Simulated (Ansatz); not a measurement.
# Li: stress in a strained cell

Aim: deform Li (equal xx and yy strain of +1 %) and compute stress, forces and field gradients with LAPW, PAW and all-electron datasets made for the crystal.

Program: Ansatz 0.2.0. Level of theory: DFT PBEsol, scalar-relativistic. These are calculated values, not measurements.

## (1) Starting point

Symmetry: R-3m, No. 166, trigonal system. Conventional cell: a = 3.101 Å, b = 3.101 Å, c = 22.765 Å, α = 90.00°, β = 90.00°, γ = 120.00°. Li (site symmetry -3m) is surrounded by 12 Li at 3.10 Å. Around Li (site symmetry 3m) lie 12 Li at 3.09 to 3.10 Å.

As a file:

```
Li
1.0
     1.55050    0.89518    7.58830
    -1.55050    0.89518    7.58830
     0.00000   -1.79036    7.58830
Li
3
Direct
  0.00000 0.00000 0.00000
  0.22200 0.22200 0.22200
  0.77800 0.77800 0.77800
```

Atoms are numbered in the order of the input: Li1, Li2, Li3.

## (2) After the deformation

Space group R-3m before, R-3m after.

## (3) Full-potential LAPW

File input.yaml:

```yaml
crystal:
  lattice:
    - [1.5660039554, 0.9041328052, 7.5883]
    - [-1.5660039554, 0.9041328052, 7.5883]
    - [0.0, -1.8082656104, 7.5883]
  atoms:
    - { symbol: Li, position: [0.0, 0.0, 0.0] }
    - { symbol: Li, position: [0.222, 0.222, 0.222] }
    - { symbol: Li, position: [0.778, 0.778, 0.778] }
kpoints:
  mp_grid: { grid: [12, 12, 12] }
  band_path:
    path:
      - [0.0, 0.0, 0.0]
      - [0.5, 0.5, 0.5]
      - [0.8238691268, 0.1761308732, 0.5]
      - [0.5, -0.1761308732, 0.1761308732]
      - [0.5, 0.0, 0.0]
      - [0.0, 0.0, 0.0]
      - [0.3380654366, -0.3380654366, 0.0]
      - [0.6619345634, 0.0, 0.3380654366]
      - [0.5, 0.0, 0.5]
    npoints: 5
scf:
  occupations: { method: fermi_dirac, width: 0.05 }
hamiltonian:
  xc: pbesol
  pseudopotentials: { kind: all_electron, lapw: { basis_error: 0.001 } }
output:
  forces: true
  stress: true
  eigenvalues: true
```

Command:

```console
$ ansatz run input.yaml --threads 1 --pin off --max-ram 6144MiB --backend cpu --events-out ev --progress --plain --runs-dir out
```

## (4) Frozen-core PAW

File input.yaml:

```yaml
crystal:
  lattice:
    - [1.5660039554, 0.9041328052, 7.5883]
    - [-1.5660039554, 0.9041328052, 7.5883]
    - [0.0, -1.8082656104, 7.5883]
  atoms:
    - { symbol: Li, position: [0.0, 0.0, 0.0] }
    - { symbol: Li, position: [0.222, 0.222, 0.222] }
    - { symbol: Li, position: [0.778, 0.778, 0.778] }
kpoints:
  mp_grid: { grid: [12, 12, 12] }
scf:
  occupations: { method: fermi_dirac, width: 0.05 }
hamiltonian:
  xc: pbesol
  pseudopotentials: { kind: paw }
output:
  forces: true
  stress: true
  eigenvalues: true
  efg: { contact_densities: true }
```

## (5) All-electron PAW on datasets made for the crystal

Changes to input.yaml since step 4:

```diff
@@ -15,3 +15,3 @@
   xc: pbesol
-  pseudopotentials: { kind: paw }
+  pseudopotentials: { kind: all_electron, datasets: crystal }
 output:
```

(Steps that only read results are left out.)

**Question.** What will these runs give? Wanted: pressure; largest shear or deviatoric stress.

**Answer**, as computed:

```
                                 quantity                                              value
                                 pressure  LAPW -0.76, PAW -0.76, crystal datasets -0.77 GPa
largest shear or deviatoric stress (LAPW)                                           0.04 GPa
```

What this shows: The largest part of the stress beyond the pressure is 0.04 GPa in size, in the zz component; the atoms are carried along and not relaxed. No run of the undeformed cell stands beside it, so the pressure holds what the given cell had before the change. PAW: stress within 0.01 GPa of LAPW. Crystal datasets: stress within 0.01 GPa of LAPW.
